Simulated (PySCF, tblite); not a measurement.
# C₄H₅FO₃Si: geometry, infrared bands and NMR shifts

Aim: predict the infrared bands and NMR shifts of C₄H₅FO₃Si (`O=CO[C@@H]1C=C(F)[SiH2]O1`).

Computed with tblite 0.8.0 and PySCF 2.14.0, with density-fitted response routines of our own, on a single molecule in the gas phase. Atoms count from 0, in the outputs and in this text.

### 1 The molecule as given

14 atoms, charge 0, multiplicity 1; geometry from: force field or distance geometry start.

Bonds of the start (Å): O0–C1 1.21, C1–O2 1.35, O2–C3 1.44, C3–C4 1.51, C4–C5 1.34, C5–F6 1.34, C5–Si7 1.82, Si7–O8 1.69, O8–C3 1.46, C1–H9 1.11, C3–H10 1.10, C4–H11 1.08, Si7–H12 1.49, Si7–H13 1.48.

### 2 Optimising the geometry with GFN2-xTB

What the job is given:

```
{"job": {"kind": "relax", "xc": "GFN2-xTB", "basis": "xTB"}, "charge": 0, "multiplicity": 1}
O      2.802500     0.487800    -1.251300
C      2.659300     0.420500    -0.049400
O      1.578800    -0.005900     0.636400
C      0.484800    -0.422100    -0.202800
C     -0.382300     0.763600    -0.538900
C     -1.658700     0.674800    -0.149300
F     -2.578700     1.621900    -0.374200
Si    -1.886400    -0.902600     0.720300
O     -0.291100    -1.416200     0.537200
H      3.440500     0.695700     0.688900
H      0.841100    -0.930500    -1.105600
H      0.009800     1.606500    -1.093200
H     -2.803100    -1.835900     0.007800
H     -2.217200    -0.758100     2.152100
```

The run is started by

```sh
> OMP_NUM_THREADS=1 python probes_run.py task.json out
```

The driver reads the jobs from task.json and runs them one after another.

**Question.** This job is followed by: GFN2-xTB harmonic vibrations, gas phase; GIAO PBE0/pcSseg-1 NMR shielding, non-relativistic, gas phase. Predict these results of the whole session: strongest single infrared mode (GFN2-xTB); zero-point energy (GFN2-xTB); 13C shifts against TMS (PBE0/pcSseg-1); 1H shifts against TMS (PBE0/pcSseg-1); 17O shifts against H2O (PBE0/pcSseg-1); 19F shifts against CFCl3 (PBE0/pcSseg-1); 29Si shifts against TMS (PBE0/pcSseg-1); surface potential, 1st and 99th percentile.

**Answer**, as computed:

| quantity | value |
| --- | --- |
| strongest single infrared mode (GFN2-xTB) | 1804 cm⁻¹, 508 km/mol |
| zero-point energy (GFN2-xTB) | 53.3 kcal/mol |
| 13C shifts against TMS (PBE0/pcSseg-1) | 182.0, 164.2, 131.0, 94.9 ppm |
| 1H shifts against TMS (PBE0/pcSseg-1) | 8.21, 7.57, 6.29, 5.42, 5.19 ppm |
| 17O shifts against H2O (PBE0/pcSseg-1) | 437.8, 263.7, 64.2 ppm |
| 19F shifts against CFCl3 (PBE0/pcSseg-1) | -127.1 ppm |
| 29Si shifts against TMS (PBE0/pcSseg-1) | -22.7 ppm |
| surface potential, 1st and 99th percentile | -1.51 V and 1.82 V |

In words: Over 121 steps the energy fell by 0.351 eV; of the close pairs, C5–Si7 changed most, 1.816 to 1.897 Å. All 36 modes are real, so the xTB geometry is a minimum. The strongest single mode, at 1804 cm⁻¹, moves mainly C1 and O0. Unscaled tight-binding wavenumbers are off by several per cent, some by more. Its intensities can rank the bands wrongly. At PBE0/pcSseg-1: Shielding is most anisotropic at O0 (span 704 ppm, paramagnetic term -503 ppm). By nearest atom (PBE0/pcSseg-1), the HOMO sits on C4, C5 about 24 % each; O0 19 % and the LUMO on C4, C5 about 30 % each; H11 8 %.
